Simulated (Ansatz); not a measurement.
# C2H6InS radical: one species, many methods

The task here is to estimate one member of a computed series from the others.

Program: Ansatz 0.2.0, Gaussian basis. Level of theory: functionals in def2-TZVPP, the program's frozen cores in correlated methods. These are calculated values, not measurements.

The runs, in order: LDA (SPW92), PBE-D4, revPBE-D4, BLYP-D4, r2SCAN-D4, B97M-V, PBE0-D4, B3LYP-D4, r2SCANh-D4, r2SCAN0-D4, HSE06-D4, BHLYP-D4, CAM-B3LYP-D4, LC-ωPBE, ωB97X-V, ωB97M-V, B2PLYP, PBE-QIDH; CCSD(T)/def2-SVP; MP2/def2-TZVPP; MP2/def2-QZVPP; RPA on PBE.

## Structure used throughout

An earlier PBE0-D4 in a triple-zeta def2 set relaxation fixed the geometry. In takes the def2 core potential; no spin-orbit term is included.

SMILES `[CH2][In]([CH3])[SH]`, 10 atoms, charge 0, spin multiplicity 2.

Atoms are counted from 1 here; the program's logs count them from 0.

Bond lengths: C1–In2 2.111 Å, C1–H5 1.087 Å, C1–H6 1.087 Å, In2–C3 2.140 Å, In2–S4 2.404 Å, C3–H7 1.091 Å, C3–H8 1.091 Å, C3–H9 1.090 Å, S4–H10 1.343 Å. Angles: In2–C1–H5 122.5°, In2–C1–H6 123.5°, H5–C1–H6 114.1°, C1–In2–C3 130.3°, C1–In2–S4 114.4°, C3–In2–S4 115.3°, In2–C3–H7 109.4°, In2–C3–H8 109.5°, In2–C3–H9 111.3°, H7–C3–H8 108.2°, H7–C3–H9 109.2°, H8–C3–H9 109.2°, In2–S4–H10 94.2°.

Set-up of the first run:

Contents of in.yaml:

```yaml
crystal:
  periodic: [false, false, false]
  atoms:
    - {symbol: C, position_ang: [-1.458262, 1.292306, 0.733578]}
    - {symbol: In, position_ang: [-0.013790, 0.084485, -0.221173]}
    - {symbol: C, position_ang: [1.226527, -1.471330, 0.566229]}
    - {symbol: S, position_ang: [0.273135, 0.542079, -2.563684]}
    - {symbol: H, position_ang: [-2.022902, 2.055569, 0.204652]}
    - {symbol: H, position_ang: [-1.704668, 1.210657, 1.789077]}
    - {symbol: H, position_ang: [2.274784, -1.190606, 0.454020]}
    - {symbol: H, position_ang: [1.057985, -2.390634, 0.003819]}
    - {symbol: H, position_ang: [1.015332, -1.651263, 1.620012]}
    - {symbol: H, position_ang: [-0.648131, 1.518757, -2.586529]}
basis:
  gaussian: {orbitals: def2-TZVPP}
magnetization: {spin_polarized: true, initial_magnetization: 1}
hamiltonian: {xc: lda}
output: {orbitals: {seedname: orbitals}}
```

The run is started by

```
> ansatz run in.yaml --threads 4 --pin off --events-out ev --progress --plain --max-ram 10444MiB
```

Steps of the session up to this table: LDA; PBE-D4 (GGA); revPBE-D4 (GGA); BLYP-D4 (GGA); r2SCAN-D4 (meta-GGA); B97M-V (meta-GGA); B3LYP-D4 (hybrid); r2SCANh-D4 (hybrid); r2SCAN0-D4 (hybrid); HSE06-D4 (hybrid); BHLYP-D4 (hybrid); CAM-B3LYP-D4 (range-separated); LC-ωPBE (range-separated); ωB97X-V (range-separated); ωB97M-V (range-separated); B2PLYP (double hybrid); PBE-QIDH (double hybrid).

One table of the session follows, with a row left open; its other results are not shown here.

It belongs to the step «Frontier levels by functional». 

```
  functional  HOMO (eV)  LUMO (eV)  gap (eV)
 LDA (SPW92)      -5.68      -4.32      1.35
      PBE-D4      -5.63      -3.76      1.87
   revPBE-D4      -5.58      -3.60      1.98
     BLYP-D4      -5.40      -3.76      1.64
   r2SCAN-D4      -6.01      -3.21      2.79
      B97M-V      -5.84      -3.56      2.28
     PBE0-D4      -6.88      -2.65      4.23
    B3LYP-D4      -6.56      -3.07      3.49
  r2SCANh-D4      -6.46      -2.85      3.60
  r2SCAN0-D4          ?          ?         ?
    HSE06-D4      -6.48      -3.03      3.44
    BHLYP-D4      -7.92      -1.75      6.17
CAM-B3LYP-D4      -8.15      -1.75      6.40
     LC-ωPBE      -9.63      -0.36      9.27
     ωB97X-V      -9.13      -0.79      8.34
     ωB97M-V      -8.93      -1.00      7.93
```

**Question.** Estimate the row for r2SCAN0-D4.

Worked estimate for «HOMO (eV)». Against the share of exact exchange, r2SCAN-D4 (0, -6.01), r2SCANh-D4 (0.1, -6.46) give a slope of -4.50 per unit share; at 0.25 the line stands at -7.13.

**Answer.** HOMO (eV): -7.13; LUMO (eV): -2.33; gap (eV): 4.80. In «HOMO (eV)» the line misses by 0.00.
